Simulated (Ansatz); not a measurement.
Below is the output of a Python script on Ansatz 0.2.0, Python API that makes a check of PAW against all-electron LAPW of HfPt3, space group Pm-3m. Write a script that gives it. Level of theory (first run): LDA, PAW, the default cutoff (420 eV here), 6×6×6 k-points, Fermi-Dirac smearing of 0.1 eV.

Input file `hfpt3.xyz`:
```text
4
Lattice="4.00245006 0.0 0.0 0.0 4.00245006 0.0 0.0 0.0 4.00245006" Properties=species:S:1:pos:R:3 pbc="T T T"
Hf    0.00000000    0.00000000    0.00000000
Pt    2.00122503    2.00122503    0.00000000
Pt    2.00122503    0.00000000    2.00122503
Pt    0.00000000    2.00122503    2.00122503
```

```console
$ python run_paw_lapw.py
DeckWarning: basis.ecutwfc = 420 eV, auto-derived from the records' recommended cutoffs: set by Hf (normal level)
PAW levels at the first k-point near E_F: [-3.772 -3.772 -3.772 -1.878 -1.878 -0.894 -0.332 -0.332 -0.332  1.548
  1.548  1.548  2.605  2.605  4.557  4.557  4.557]
LAPW levels at the first k-point near E_F: [-3.771 -3.771 -3.771 -1.879 -1.879 -0.89  -0.331 -0.331 -0.331  1.545
  1.545  1.545  2.608  2.608  4.562  4.562  4.562]
treatment  electrons in bands   P GPa  gap by band count eV
      PAW                80.0 -8.4435                   0.0
     LAPW               168.0 -8.4116                   0.0
```
(Warnings from the package without file and line.)

The script that was run (others could print the same):

The script, `run_paw_lapw.py`:
```python
# -*- coding: utf-8 -*-
'''PAW against all-electron LAPW for HfPt3.'''

import ansatz as az
import numpy as np
import pandas as pd


def count_gap(report):
    # lowest empty less highest filled band, counting bands; zero where they overlap
    return max(report.get('gap_by_band_count_ev') or 0.0, 0.0)

crystal = az.Crystal.from_extxyz('hfpt3.xyz')

job = (
    crystal.calculation()
    .functional('lda')
    .kpoints(density=3.8)  # the mesh must be finer for metals
    .occupations('Fermi-Dirac')  # fractional filling near the Fermi level
    .stress()
    .forces()
    .band_table()  # levels at the mesh points
)
variants = {
    'PAW': job.pseudopotentials('paw'),
    'LAPW': job.pseudopotentials('all_electron', lapw=True),
}
# totals differ by the cores that each treatment holds, so compare what does not depend on them
rows = []
for label, variant in variants.items():
    rep = variant.run(threads=1, pin='off').report
    levels = np.array(rep['eigenvalues_ev'][0]) - rep['fermi_energy_ev']
    print(label, 'levels at the first k-point near E_F:', np.round(levels[np.abs(levels) < 5], 3))
    rows.append((label, rep['n_electrons'], np.trace(rep['stress_gpa']) / 3, count_gap(rep)))
print(pd.DataFrame(rows, columns=['treatment', 'electrons in bands', 'P GPa', 'gap by band count eV']).round(4).to_string(index=False))
```

PAW gives -8.444 GPa and LAPW -8.412 GPa, 0.032 GPa apart. They took 3.3 and 78.1 s of processor time.

What to keep in mind:
- For a metal this k-point mesh is coarse: on a finer one energies can move by several to tens of meV an atom and pressures by half a GPa or more, differences at one mesh by less.
- A gap by band count of zero or less means overlapping bands, a metal.
- At these settings the cell as given stands under about -8 GPa, so it isn't at this functional's equilibrium volume.
- The structure comes from a database of computed cells and needn't be a stable or known phase.
- Levels are Kohn-Sham eigenvalues on this mesh, without spin-orbit coupling.
- Pressure is positive in compression; the treatments may keep other shells as core, so totals and counts of electrons can differ.
- Run time: 83 s on 1 thread of Arm Neoverse V2, with other jobs on the host, peak memory 0.85 GiB.
